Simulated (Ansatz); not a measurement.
# Be2TeI: the cost of one run

Program: Ansatz 0.2.0. Level of theory: DFT PBE, scalar-relativistic, plane waves, PAW. These are calculated values, not measurements.

### Step 1. The structure to begin with

Symmetry: P-6m2, No. 187, hexagonal system. Conventional cell: a = 3.786 Å, b = 3.786 Å, c = 6.238 Å, α = 90.00°, β = 90.00°, γ = 120.00°. Around Be (site symmetry 3m) lie 3 I at 2.69 Å and 3 Te at 2.69 Å. Te (site symmetry -6m2) has 6 Be at 2.69 Å as nearest neighbours. I (site symmetry -6m2) is surrounded by 6 Be at 2.69 Å.

As a file:

```
CELL_PARAMETERS angstrom
3.78597 0.00000 0.00000
-1.89298 3.27874 0.00000
0.00000 0.00000 6.23772
ATOMIC_POSITIONS crystal
Be 0.66667 0.33333 0.25000
Be 0.66667 0.33333 0.75000
Te 0.00000 0.00000 0.00000
I 0.33333 0.66667 0.50000
```

The cell is invented: close-packed anion layers stacked AB|A, with sites between them filled layer by layer (P-6m2, No. 187). The dimensions are guesses.

### Step 2. The guess as it stands, on a coarse mesh

input.yaml

```yaml
crystal:
  lattice:
    - [3.78596502, 0.0, 0.0]
    - [-1.89298251, 3.27874188, 0.0]
    - [0.0, 0.0, 6.23771669]
  atoms:
    - { symbol: Be, position: [0.66666667, 0.33333333, 0.25] }
    - { symbol: Be, position: [0.66666667, 0.33333333, 0.75] }
    - { symbol: Te, position: [0.0, 0.0, 0.0] }
    - { symbol: I, position: [0.33333333, 0.66666667, 0.5] }
basis:
  ecutwfc: 420
kpoints:
  mp_grid: { grid: [6, 6, 4] }
hamiltonian:
  xc: pbe
scf:
  occupations: { method: gaussian, width: 0.1 }
  lower_state_search: "off"
output:
  forces: true
  stress: true
  eigenvalues: true
```

Run with:

```sh
ansatz run input.yaml --threads 1 --pin off --max-ram 2048MiB --backend cpu --events-out ev --progress --plain --runs-dir out
```

What time and memory should one allow on 1 thread of AMD EPYC 9R45 (Zen 5), shared host?

About 1.8 s, with a peak of 0.36 GiB.
